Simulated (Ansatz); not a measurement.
Input file:

```yaml
accuracy: low
crystal:
  lattice:
    - [3.168712, -7.571, 0.0]
    - [3.168712, 7.571, 0.0]
    - [-2.788989, 0.0, 5.091468]
  atoms:
    - { symbol: Ca, position: [0.92242601, 0.56478678, 0.72749883] }
    - { symbol: Ca, position: [0.62241385, 0.92980758, 0.32762286] }
    - { symbol: H, position: [0.64969162, 0.34493729, 0.10812103] }
    - { symbol: H, position: [0.36744323, 0.77204097, 0.69636629] }
    - { symbol: H, position: [-0.10000213, 0.87760859, 0.03739276] }
    - { symbol: H, position: [1.08615564, 0.11850705, 0.66374296] }
    - { symbol: H, position: [0.04441261, 0.8399733, 0.17947855] }
    - { symbol: H, position: [0.92749559, 0.08560588, 0.82065642] }
    - { symbol: H, position: [0.42100728, 0.4257197, 0.40799219] }
    - { symbol: H, position: [0.50792302, 0.4835968, 0.00543415] }
    - { symbol: H, position: [0.29402268, 0.16609009, 0.2815412] }
    - { symbol: H, position: [0.32229466, 0.50759408, 0.96135597] }
    - { symbol: P, position: [0.37031011, 0.0480368, 0.70681889] }
    - { symbol: P, position: [0.09123314, 0.44212698, 0.26257521] }
    - { symbol: O, position: [0.53843717, 0.31444765, 0.95318511] }
    - { symbol: O, position: [0.35903171, 0.64595121, 0.49932102] }
    - { symbol: O, position: [0.52350651, 0.0928167, 0.54905558] }
    - { symbol: O, position: [0.13109228, 0.54586603, 0.05505289] }
    - { symbol: O, position: [0.09924688, 0.88862567, 0.53374486] }
    - { symbol: O, position: [0.98058016, 0.17166421, 0.16737067] }
    - { symbol: O, position: [0.36698331, 0.89124014, 0.84784679] }
    - { symbol: O, position: [0.91177542, 0.44334534, 0.32357982] }
    - { symbol: O, position: [-0.08904876, 0.75935198, 0.01785562] }
    - { symbol: O, position: [0.98675268, 0.14990306, 0.7068557] }
    - { symbol: O, position: [0.47831809, 0.35043309, 0.39217306] }
    - { symbol: O, position: [0.51175208, 0.60886233, 1.0348526] }
basis:
  ecutwfc: 420.0
kpoints:
  mp_grid: { grid: [2, 2, 2] }
hamiltonian:
  xc: pbesol
scf:
  occupations: { method: fermi_dirac, width: 0.05 }
  lower_state_search: "off"
md:
  timestep: 0.5
  n_steps: 110
  ensemble: nvt_langevin
  temperature: 1920.0
  initial_velocities: maxwell_boltzmann
  seed: 315814
  friction: 0.01
```

Launched with:

```bash
$ ansatz run input.yaml --threads 1 --pin off --max-ram 3072MiB --backend cpu --events-out ev --progress --plain --runs-dir out
```

Hardware: 1 thread of Arm Neoverse V1 (shared host).

**Question.** Roughly how long does this run take, and how much memory?

**Answer.** 16 min, with a peak of 0.67 GiB, for 111 ionic steps.
